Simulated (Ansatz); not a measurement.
**C₂H₇AlGeO: basis-set convergence**

How large a basis does C₂H₇AlGeO need? Two functionals are run in growing sets.

The runs use Ansatz 0.2.0, Gaussian basis; one geometry, several basis sets.

Levels to be run: PBE0-D4/def2-SVP; ωB97M-V/def2-SVP; PBE0-D4/def2-QZVPP; ωB97M-V/def2-QZVPP; the functionals' def2-TZVPP values are taken from earlier runs.

### 1 Structure used throughout

An earlier PBE0-D4 in a triple-zeta def2 set relaxation fixed the geometry.

SMILES `[CH3][GeH]1[CH2][O][AlH]1`, 12 atoms, charge 0, spin multiplicity 1.

Atoms are counted from 1 here; the program's logs count them from 0.

Bond lengths: C1–Ge2 1.962 Å, C1–H6 1.091 Å, C1–H7 1.090 Å, C1–H8 1.091 Å, Ge2–C3 2.023 Å, Ge2–Al5 2.446 Å, Ge2–H9 1.546 Å, C3–O4 1.432 Å, C3–H10 1.094 Å, C3–H11 1.095 Å, O4–Al5 1.723 Å, Al5–H12 1.585 Å. Angles: Ge2–C1–H6 110.0°, Ge2–C1–H7 110.4°, Ge2–C1–H8 110.3°, H6–C1–H7 108.9°, H6–C1–H8 108.5°, H7–C1–H8 108.7°, C1–Ge2–C3 114.7°, C1–Ge2–Al5 124.9°, C1–Ge2–H9 108.5°, C3–Ge2–Al5 68.6°, C3–Ge2–H9 112.5°, Al5–Ge2–H9 120.8°, Ge2–C3–O4 104.1°, Ge2–C3–H10 112.4°, Ge2–C3–H11 111.8°, O4–C3–H10 110.1°, O4–C3–H11 110.1°, H10–C3–H11 108.4° and more.

Coordinates:

```xyz
12
charge 0, multiplicity 1
C    -1.80680    0.56620   -0.69254
Ge   -0.06053   -0.32720   -0.67237
C     0.60097   -0.84600    1.16781
O     1.82952   -0.12521    1.31185
Al    2.06324    0.76496   -0.14488
H    -2.59610   -0.15132   -0.46241
H    -1.83195    1.36767    0.04642
H    -2.00232    0.99265   -1.67712
H    -0.11311   -1.52903   -1.64399
H     0.78336   -1.92085    1.25822
H    -0.10317   -0.54864    1.95169
H     3.31389    1.70157   -0.40859
```

### 2 PBE0-D4 in def2-SVP

Input file in.yaml:

```yaml
crystal:
  periodic: [false, false, false]
  atoms:
    - {symbol: C, position_ang: [-1.806798, 0.566196, -0.692538]}
    - {symbol: Ge, position_ang: [-0.060526, -0.327202, -0.672375]}
    - {symbol: C, position_ang: [0.600972, -0.845998, 1.167808]}
    - {symbol: O, position_ang: [1.829520, -0.125215, 1.311855]}
    - {symbol: Al, position_ang: [2.063240, 0.764962, -0.144879]}
    - {symbol: H, position_ang: [-2.596100, -0.151319, -0.462405]}
    - {symbol: H, position_ang: [-1.831952, 1.367666, 0.046423]}
    - {symbol: H, position_ang: [-2.002323, 0.992654, -1.677122]}
    - {symbol: H, position_ang: [-0.113111, -1.529029, -1.643993]}
    - {symbol: H, position_ang: [0.783365, -1.920849, 1.258225]}
    - {symbol: H, position_ang: [-0.103174, -0.548638, 1.951694]}
    - {symbol: H, position_ang: [3.313890, 1.701570, -0.408595]}
basis:
  gaussian: {orbitals: def2-SVP}
hamiltonian: {xc: pbe0, dispersion: d4}
output: {orbitals: {seedname: orbitals}}
```

On the command line:

```bash
$ ansatz run in.yaml --threads 4 --pin off --events-out ev --progress --plain --max-ram 10444MiB
```

After this run come: ωB97M-V in def2-SVP; PBE0-D4 in def2-QZVPP; ωB97M-V in def2-QZVPP.

Q: Predict the results of all the runs planned. Wanted: PBE0-D4: double and triple zeta above quadruple; ωB97M-V: double and triple zeta above quadruple.

The runs gave:

| quantity | value |
| --- | --- |
| PBE0-D4: double and triple zeta above quadruple | 16.05, 1.66 eV |
| ωB97M-V: double and triple zeta above quadruple | 16.16, 1.61 eV |

In words: For PBE0-D4 the step from double to triple zeta gains 14.39 eV and the next only 1.66 eV. These are total energies; as a rule much of such shifts cancels in differences, which this series doesn't test.
